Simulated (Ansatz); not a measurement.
# CH4S2Si: rotation by 120° about the C1–Si2 bond, part 2 of 2

How high is the barrier for the rotation by 120° about the C1–Si2 bond? Relax the two ends, then run a nudged elastic band between them. SMILES of the start: C[SiH]1SS1.

Ansatz 0.2.0; RKS LDA/def2-SVP.

## 7. Frequencies at the highest image

The geometry is the highest inner image of the first converged band.

File input.yaml:

```yaml
crystal:
  periodic: [false, false, false]
  atoms:
    - { symbol: C, position_ang: [-0.578506, 0.913083, -0.361446] }
    - { symbol: Si, position_ang: [0.055449, -0.690271, 0.328688] }
    - { symbol: S, position_ang: [1.940558, -0.712909, 1.294902] }
    - { symbol: S, position_ang: [1.656049, -1.666594, -0.657431] }
    - { symbol: H, position_ang: [-1.678206, 1.004082, -0.244231] }
    - { symbol: H, position_ang: [-0.084498, 1.759833, 0.159382] }
    - { symbol: H, position_ang: [-0.31939, 0.979558, -1.438789] }
    - { symbol: H, position_ang: [-0.991466, -1.586771, 0.918924] }
basis:
  gaussian: { orbitals: def2-SVP }
hamiltonian:
  xc: lda
phonons: {}
```

Command:

```sh
$ ansatz run input.yaml --threads 1 --pin off --max-ram 2048MiB --backend cpu --events-out ev --progress --plain --runs-dir out
```

Log, shortened:

```text
Warning: RAYON_NUM_THREADS=1 ignored (pool sized by the plan → 1); use --threads N
[...]
Functional definition: SPW92
[...]
996 factors; their error is unknown
[...]
mean field -30524.86790853 eV, -1121.7682051397 hartree, gradient 4.0e-5 eV, S^2 0.000000; 0 other end points of the search recorded, 0 dependent functions left out
[...]
reference -30524.86793597 eV, -1121.7682061482 hartree; 28, 28 occupied and 60, 60 virtual orbitals, 996 factors
[...]
996 factors; their error is unknown
mean field -30524.86778471 eV, -1121.7682005894 hartree, gradient 1.7e-6 eV, S^2 0.000000; 0 other end points of the search recorded, 0 dependent functions left out
[...]
reference -30524.86781214 eV, -1121.7682015978 hartree; 28, 28 occupied and 60, 60 virtual orbitals, 996 factors
[...]
996 factors; their error is unknown
mean field -30524.86773194 eV, -1121.7681986502 hartree, gradient 1.6e-6 eV, S^2 0.000000; 0 other end points of the search recorded, 0 dependent functions left out
[...]
WARN: phonons: modes at or below zero, which the zero-point energy, F, S and C_V leave out: 1, the lowest at -146.51 cm⁻¹. A minimum has none, and a first-order saddle one
[...]
Total energy: -30524.86793597 eV, -1121.7682061482 hartree
Atom 0 at    -0.578506     0.913083    -0.361446 Å, force     0.010318    -0.007420     0.003045 eV/Å
Atom 1 at     0.055449    -0.690271     0.328688 Å, force    -0.008077     0.007551    -0.002075 eV/Å
Atom 2 at     1.940558    -0.712909     1.294902 Å, force     0.000073    -0.000911     0.002606 eV/Å
Atom 3 at     1.656049    -1.666594    -0.657431 Å, force    -0.000060    -0.002047    -0.001427 eV/Å
Atom 4 at    -1.678206     1.004082    -0.244231 Å, force     0.002735    -0.003041     0.000980 eV/Å
Atom 5 at    -0.084498     1.759833     0.159382 Å, force    -0.004119     0.002039    -0.004066 eV/Å
Atom 6 at    -0.319390     0.979558    -1.438789 Å, force    -0.003204     0.004486     0.000883 eV/Å
Atom 7 at    -0.991466    -1.586771     0.918924 Å, force     0.002333    -0.000656     0.000055 eV/Å
Dipole moment:    -0.518239     0.325955    -0.083688 e Å
Vibrations: -146.51 160.77 203.97 401.07 453.69 547.92 568.48 687.25 736.83 743.82 846.20 1180.19 1336.82 1347.76 2185.73 2978.56 3091.85 3096.99 cm⁻¹, zero-point energy 1.275048 eV
```

Wall time 55 s (1 thread of Intel Xeon at 2.70GHz, shared host); peak memory 0.13 GiB.

Of 18 modes, 1 is imaginary by more than 30 cm⁻¹ (147i cm⁻¹).

## 8. The band again, with other settings

crystal.atoms is end A as relaxed above, and neb.final_atoms is end B, turned to lie on A. With 7 inner images the band has 9 in all. The start path is listed, through a guess of the saddle.

File input.yaml:

```yaml
crystal:
  periodic: [false, false, false]
  atoms:
    - { symbol: C, position_ang: [-0.564999, 0.913813, -0.353617] }
    - { symbol: Si, position_ang: [0.078809, -0.643857, 0.404223] }
    - { symbol: S, position_ang: [2.131442, -0.748052, 0.91076] }
    - { symbol: S, position_ang: [1.316072, -1.901363, -0.76571] }
    - { symbol: H, position_ang: [-1.488042, 0.713715, -0.939253] }
    - { symbol: H, position_ang: [-0.811176, 1.660244, 0.432049] }
    - { symbol: H, position_ang: [0.209418, 1.335744, -1.026945] }
    - { symbol: H, position_ang: [-0.871535, -1.330234, 1.338492] }
basis:
  gaussian: { orbitals: def2-SVP }
hamiltonian:
  xc: lda
neb:
  order_check: false
  images: 7
  f_tol: 0.5
  max_iterations: 60
  final_atoms:
    - { symbol: C, position_ang: [-0.5657884, 0.91228632, -0.35729203] }
    - { symbol: Si, position_ang: [0.05186618, -0.70854894, 0.28029485] }
    - { symbol: S, position_ang: [1.81258306, -0.73029948, 1.45525797] }
    - { symbol: S, position_ang: [1.79802023, -1.53750281, -0.58287517] }
    - { symbol: H, position_ang: [-1.18158776, 1.42729706, 0.41122836] }
    - { symbol: H, position_ang: [0.30075351, 1.5535656, -0.61922448] }
    - { symbol: H, position_ang: [-1.19619005, 0.76414272, -1.26046156] }
    - { symbol: H, position_ang: [-1.01966776, -1.68093047, 0.67307105] }
  initial_path:
    images:
      - { positions_ang: [[-0.564999, 0.913813, -0.353617], [0.078809, -0.643857, 0.404223], [2.131442, -0.748052, 0.91076], [1.316072, -1.901363, -0.76571], [-1.488042, 0.713715, -0.939253], [-0.811176, 1.660244, 0.432049], [0.209418, 1.335744, -1.026945], [-0.871535, -1.330234, 1.338492]] }
      - { positions_ang: [[-0.56815517, 0.91925576, -0.35878429], [0.06208744, -0.65921933, 0.38810225], [2.08066842, -0.74664571, 1.00347373], [1.40226373, -1.84311367, -0.72870869], [-1.52887096, 0.79644812, -0.76794327], [-0.63342769, 1.68749341, 0.35705657], [0.07041585, 1.25324241, -1.1290044], [-0.88499262, -1.407451, 1.23580709]] }
      - { positions_ang: [[-0.57131133, 0.92469852, -0.36395157], [0.04536589, -0.67458165, 0.37198149], [2.02989485, -0.74523942, 1.09618747], [1.48845545, -1.78486433, -0.69170739], [-1.56969992, 0.87918125, -0.59663353], [-0.45567938, 1.71474281, 0.28206415], [-0.06858631, 1.17074082, -1.23106379], [-0.89845024, -1.484668, 1.13312218]] }
      - { positions_ang: [[-0.5744675, 0.93014128, -0.36911886], [0.02864433, -0.68994398, 0.35586074], [1.97912127, -0.74383313, 1.1889012], [1.57464718, -1.726615, -0.65470608], [-1.61052889, 0.96191437, -0.4253238], [-0.27793108, 1.74199222, 0.20707172], [-0.20758846, 1.08823922, -1.33312319], [-0.91190786, -1.561885, 1.03043727]] }
      - { positions_ang: [[-0.57762366, 0.93558404, -0.37428615], [0.01192278, -0.7053063, 0.33973999], [1.92834769, -0.74242683, 1.28161494], [1.66083891, -1.66836567, -0.61770478], [-1.65135785, 1.0446475, -0.25401407], [-0.10018277, 1.76924163, 0.13207929], [-0.34659062, 1.00573763, -1.43518259], [-0.92536548, -1.63910199, 0.92775236]] }
      - { positions_ang: [[-0.57466485, 0.92975961, -0.37003762], [0.02190863, -0.70611696, 0.3248787], [1.89940653, -0.739395, 1.3250257], [1.69513424, -1.63564995, -0.60899737], [-1.53391533, 1.14030989, -0.08770346], [5.13e-05, 1.71532262, -0.05574665], [-0.55899048, 0.9453389, -1.39150233], [-0.94894105, -1.64955911, 0.86408203]] }
      - { positions_ang: [[-0.57170603, 0.92393518, -0.36578909], [0.03189448, -0.70692762, 0.31001742], [1.87046537, -0.73636316, 1.36843646], [1.72942957, -1.60293424, -0.60028997], [-1.4164728, 1.23597228, 0.07860714], [0.10028537, 1.66140361, -0.2435726], [-0.77139033, 0.88494018, -1.34782207], [-0.97251662, -1.66001623, 0.80041171]] }
      - { positions_ang: [[-0.56874722, 0.91811075, -0.36154056], [0.04188033, -0.70773828, 0.29515614], [1.84152422, -0.73333132, 1.41184722], [1.7637249, -1.57021852, -0.59158257], [-1.29903028, 1.33163467, 0.24491775], [0.20051944, 1.6074846, -0.43139854], [-0.98379019, 0.82454145, -1.30414182], [-0.99609219, -1.67047335, 0.73674138]] }
      - { positions_ang: [[-0.5657884, 0.91228632, -0.35729203], [0.05186618, -0.70854894, 0.28029485], [1.81258306, -0.73029948, 1.45525797], [1.79802023, -1.53750281, -0.58287517], [-1.18158776, 1.42729706, 0.41122836], [0.30075351, 1.5535656, -0.61922448], [-1.19619005, 0.76414272, -1.26046156], [-1.01966776, -1.68093047, 0.67307105]] }
```

Command:

```sh
$ ansatz run input.yaml --threads 1 --pin off --max-ram 2048MiB --backend cpu --events-out ev --progress --plain --runs-dir out
```

Log, shortened:

```text
Warning: RAYON_NUM_THREADS=1 ignored (pool sized by the plan → 1); use --threads N
[...]
Functional definition: SPW92
[...]
996 factors; their error is unknown
[...]
mean field -30524.92508561 eV, -1121.7703063588 hartree, gradient 3.9e-5 eV, S^2 0.000000; 0 other end points of the search recorded, 0 dependent functions left out
[...]
reference -30524.92511316 eV, -1121.7703073712 hartree; 28, 28 occupied and 60, 60 virtual orbitals, 996 factors
996 factors; their error is unknown
[...]
mean field -30524.92509749 eV, -1121.7703067954 hartree, gradient 3.4e-5 eV, S^2 0.000000; 0 other end points of the search recorded, 0 dependent functions left out
[...]
reference -30524.92512517 eV, -1121.7703078125 hartree; 28, 28 occupied and 60, 60 virtual orbitals, 996 factors
NEB end point (image 0): max|allowed force component| = 4.995e-3 eV/Å (the criterion of neb.relax_end_points is 1.000e-1)
[...]
996 factors; their error is unknown
mean field -30524.58237909 eV, -1121.7577121264 hartree, gradient 3.0e-5 eV, S^2 0.000000; 0 other end points of the search recorded, 0 dependent functions left out
[...]
reference -30524.58240666 eV, -1121.7577131395 hartree; 28, 28 occupied and 60, 60 virtual orbitals, 996 factors
NEB iter   1: max|band force component| = 4.668e0 eV/Å  barrier→ = 0.7431 eV  barrier← = 0.7431 eV  Δτ_max = 0.0844 Å  (243 SCF iters)
[...]
996 factors; their error is unknown
[...]
mean field -30524.90179169 eV, -1121.7694503230 hartree, gradient 1.2e-5 eV, S^2 0.000000; 0 other end points of the search recorded, 0 dependent functions left out
[...]
reference -30524.90181920 eV, -1121.7694513339 hartree; 28, 28 occupied and 60, 60 virtual orbitals, 996 factors
[...]
996 factors; their error is unknown
mean field -30524.86444793 eV, -1121.7680779653 hartree, gradient 1.2e-5 eV, S^2 0.000000; 0 other end points of the search recorded, 0 dependent functions left out
[...]
reference -30524.86447538 eV, -1121.7680789741 hartree; 28, 28 occupied and 60, 60 virtual orbitals, 996 factors
```

## 9. The log goes on: band between the two ends

The log, continued, shortened:

```text
[...]
996 factors; their error is unknown
mean field -30524.84962416 eV, -1121.7675332017 hartree, gradient 1.3e-5 eV, S^2 0.000000; 0 other end points of the search recorded, 0 dependent functions left out
[...]
reference -30524.84965164 eV, -1121.7675342117 hartree; 28, 28 occupied and 60, 60 virtual orbitals, 996 factors
[...]
996 factors; their error is unknown
mean field -30524.85695972 eV, -1121.7678027785 hartree, gradient 1.1e-5 eV, S^2 0.000000; 0 other end points of the search recorded, 0 dependent functions left out
[...]
reference -30524.85698726 eV, -1121.7678037907 hartree; 28, 28 occupied and 60, 60 virtual orbitals, 996 factors
[...]
996 factors; their error is unknown
mean field -30524.84069162 eV, -1121.7672049370 hartree, gradient 1.3e-5 eV, S^2 0.000000; 0 other end points of the search recorded, 0 dependent functions left out
[...]
Total energy: -30524.86765881 eV, -1121.7681959630 hartree
Atom 0 at    -0.578757     0.914803    -0.362618 Å, force     0.002777    -0.048258     0.025150 eV/Å
Atom 1 at     0.052627    -0.690859     0.328525 Å, force    -0.007265     0.045484    -0.020971 eV/Å
Atom 2 at     1.935554    -0.711847     1.296301 Å, force     0.025561     0.007933     0.027809 eV/Å
Atom 3 at     1.654967    -1.663669    -0.655241 Å, force     0.019494    -0.018608    -0.029796 eV/Å
Atom 4 at    -1.677723     1.009899    -0.241718 Å, force     0.003254     0.001751    -0.000852 eV/Å
Atom 5 at    -0.078899     1.758555     0.157118 Å, force    -0.003360     0.007715    -0.006361 eV/Å
Atom 6 at    -0.322402     0.977765    -1.440665 Å, force    -0.002631     0.007014    -0.001710 eV/Å
Atom 7 at    -0.985377    -1.594637     0.918295 Å, force    -0.037831    -0.003032     0.006732 eV/Å
Dipole moment:    -0.519975     0.325301    -0.083999 e Å
this run last wrote the band of iteration 3 to <dir>
```

It took 53 s on 1 thread of Intel Xeon at 2.70GHz, shared host; peak memory 0.13 GiB.

## 10. Images and barrier

Images 0 and 8 are the ends. Energies count from image 0; the path length is the program's own measure over all atoms.

| image | path (Å) | energy (eV) | dihedral H5–C1–Si2–S3 (°) | band force (eV/Å) |
| --- | --- | --- | --- | --- |
| 0 | 0.000 | 0.0000 | 157 | - |
| 1 | 0.399 | 0.0089 | 172 | 0.075 |
| 2 | 0.798 | 0.0302 | -173 | 0.148 |
| 3 | 1.195 | 0.0499 | -158 | 0.108 |
| 4* | 1.591 | 0.0575 | -143 | 0.048 |
| 5 | 1.985 | 0.0498 | -128 | 0.169 |
| 6 | 2.379 | 0.0309 | -114 | 0.248 |
| 7 | 2.773 | 0.0088 | -99 | 0.124 |
| 8 | 3.166 | 0.0000 | -84 | - |

The star marks the climbing image.

image, energy (eV) and a bar:
```
        0      0.000 
        1      0.009 #####
        2      0.030 ################
        3      0.050 ##########################
        4      0.057 ##############################
        5      0.050 ##########################
        6      0.031 ################
        7      0.009 #####
        8      0.000
```

## 11. The band again, with other settings

crystal.atoms is end A as relaxed above, and neb.final_atoms is end B, turned to lie on A. With 7 inner images the band has 9 in all. The start path is listed, through a guess of the saddle.

Edit input.yaml of step 8 so:

```diff
@@ -18,4 +18,5 @@
   images: 7
-  f_tol: 0.5
+  f_tol: 0.05
   max_iterations: 60
+  spring: 0.5
   final_atoms:
```

Command:

```sh
$ ansatz run input.yaml --threads 1 --pin off --max-ram 2048MiB --backend cpu --events-out ev --progress --plain --runs-dir out
```

Log, shortened:

```text
Warning: RAYON_NUM_THREADS=1 ignored (pool sized by the plan → 1); use --threads N
[...]
Functional definition: SPW92
[...]
996 factors; their error is unknown
[...]
mean field -30524.92508561 eV, -1121.7703063588 hartree, gradient 3.9e-5 eV, S^2 0.000000; 0 other end points of the search recorded, 0 dependent functions left out
[...]
reference -30524.92511316 eV, -1121.7703073712 hartree; 28, 28 occupied and 60, 60 virtual orbitals, 996 factors
996 factors; their error is unknown
[...]
mean field -30524.92509749 eV, -1121.7703067954 hartree, gradient 3.4e-5 eV, S^2 0.000000; 0 other end points of the search recorded, 0 dependent functions left out
[...]
reference -30524.92512517 eV, -1121.7703078125 hartree; 28, 28 occupied and 60, 60 virtual orbitals, 996 factors
NEB end point (image 0): max|allowed force component| = 4.995e-3 eV/Å (the criterion of neb.relax_end_points is 1.000e-2)
[...]
reference -30524.86438137 eV, -1121.7680755193 hartree; 28, 28 occupied and 60, 60 virtual orbitals, 996 factors
[...]
996 factors; their error is unknown
mean field -30524.84950769 eV, -1121.7675289216 hartree, gradient 1.9e-5 eV, S^2 0.000000; 0 other end points of the search recorded, 0 dependent functions left out
[...]
reference -30524.84953518 eV, -1121.7675299317 hartree; 28, 28 occupied and 60, 60 virtual orbitals, 996 factors
[...]
996 factors; their error is unknown
mean field -30524.85711573 eV, -1121.7678085117 hartree, gradient 1.3e-5 eV, S^2 0.000000; 0 other end points of the search recorded, 0 dependent functions left out
[...]
reference -30524.85714327 eV, -1121.7678095240 hartree; 28, 28 occupied and 60, 60 virtual orbitals, 996 factors
[...]
996 factors; their error is unknown
mean field -30524.84092397 eV, -1121.7672134755 hartree, gradient 1.3e-5 eV, S^2 0.000000; 0 other end points of the search recorded, 0 dependent functions left out
[...]
reference -30524.84095150 eV, -1121.7672144871 hartree; 28, 28 occupied and 60, 60 virtual orbitals, 996 factors
[...]
996 factors; their error is unknown
[...]
```

## 12. The output, continued: band between the two ends

Output, continued, shortened:

```text
mean field -30524.84841846 eV, -1121.7674888929 hartree, gradient 1.2e-5 eV, S^2 0.000000; 0 other end points of the search recorded, 0 dependent functions left out
[...]
reference -30524.84844596 eV, -1121.7674899038 hartree; 28, 28 occupied and 60, 60 virtual orbitals, 996 factors
[...]
996 factors; their error is unknown
mean field -30524.89359692 eV, -1121.7691491710 hartree, gradient 1.2e-5 eV, S^2 0.000000; 0 other end points of the search recorded, 0 dependent functions left out
[...]
reference -30524.89362455 eV, -1121.7691501863 hartree; 28, 28 occupied and 60, 60 virtual orbitals, 996 factors
NEB iter   2: max|band force component| = 1.028e0 eV/Å  barrier→ = 0.0842 eV  barrier← = 0.0842 eV  Δτ_max = 0.0259 Å  (202 SCF iters)
[...]
Total energy: -30524.86794792 eV, -1121.7682065876 hartree
Atom 0 at    -0.578517     0.913037    -0.361537 Å, force     0.010394    -0.007090     0.003109 eV/Å
Atom 1 at     0.055421    -0.690393     0.328417 Å, force    -0.008225     0.007232    -0.002347 eV/Å
Atom 2 at     1.939783    -0.712712     1.296141 Å, force    -0.000212    -0.001128     0.002791 eV/Å
Atom 3 at     1.657117    -1.665883    -0.656711 Å, force     0.000279    -0.001739    -0.001564 eV/Å
Atom 4 at    -1.677870     1.005172    -0.241947 Å, force     0.002860    -0.002915     0.001202 eV/Å
Atom 5 at    -0.082478     1.759507     0.157812 Å, force    -0.004103     0.002251    -0.004408 eV/Å
Atom 6 at    -0.321762     0.978801    -1.439497 Å, force    -0.003354     0.004033     0.001047 eV/Å
Atom 7 at    -0.991706    -1.587519     0.917322 Å, force     0.002361    -0.000644     0.000169 eV/Å
Dipole moment:    -0.518282     0.325809    -0.084021 e Å
this run last wrote the band of iteration 4 to <dir>
```

It took 72 s on 1 thread of Intel Xeon at 2.70GHz, shared host; peak memory 0.13 GiB.

## 13. What the band shows

Images 0 and 8 are the ends. Energies count from image 0; the path length is the program's own measure over all atoms.

| image | path (Å) | energy (eV) | dihedral H5–C1–Si2–S3 (°) | band force (eV/Å) |
| --- | --- | --- | --- | --- |
| 0 | 0.000 | 0.0000 | 157 | - |
| 1 | 0.401 | 0.0087 | 172 | 0.006 |
| 2 | 0.801 | 0.0291 | -173 | 0.009 |
| 3 | 1.197 | 0.0491 | -158 | 0.009 |
| 4* | 1.589 | 0.0572 | -144 | 0.010 |
| 5 | 1.989 | 0.0483 | -128 | 0.014 |
| 6 | 2.387 | 0.0278 | -114 | 0.022 |
| 7 | 2.781 | 0.0080 | -99 | 0.009 |
| 8 | 3.174 | 0.0000 | -84 | - |

The star marks the climbing image.

image, energy (eV) and a bar:
```
        0      0.000 
        1      0.009 #####
        2      0.029 ###############
        3      0.049 ##########################
        4      0.057 ##############################
        5      0.048 #########################
        6      0.028 ###############
        7      0.008 ####
        8      0.000
```

## 14. What came out

What follows sums up all 2 parts.

| quantity | value |
| --- | --- |
| end A | 4 moves, 0.116 eV lower |
| end B | 5 moves, 0.116 eV lower |
| first band: barrier forwards | 0.057 eV |
| first band: barrier backwards | 0.057 eV |
| first band: second end relative to first | 0.000 eV |
| first band: highest image | 4 of 0 to 8, climbing |
| first band: band iterations | 4 |
| imaginary modes at the top | 147i cm⁻¹ |
| second band | top 0.057 eV above image 0, 3 iterations, 7 inner images |
| time, first and second band | 76 s and 53 s |
| third band | top 0.057 eV above image 0, 4 iterations, 7 inner images |
| time, first and third band | 76 s and 72 s |

What this shows: In the first band: the barrier from the first end is 0.057 eV, 2.2 times kT at 300 K. The two ends lie within 1 meV of each other. The listed dihedral goes from 157° at end A through -144° at the highest image to -84° at end B. One imaginary mode, as a first-order saddle point has. The second band's top agrees with the first's to 1 meV, so the changed settings hardly move the height. The third band's top agrees with the first's to 1 meV, so the changed settings hardly move the height. Zero-point energy and entropy are left out.
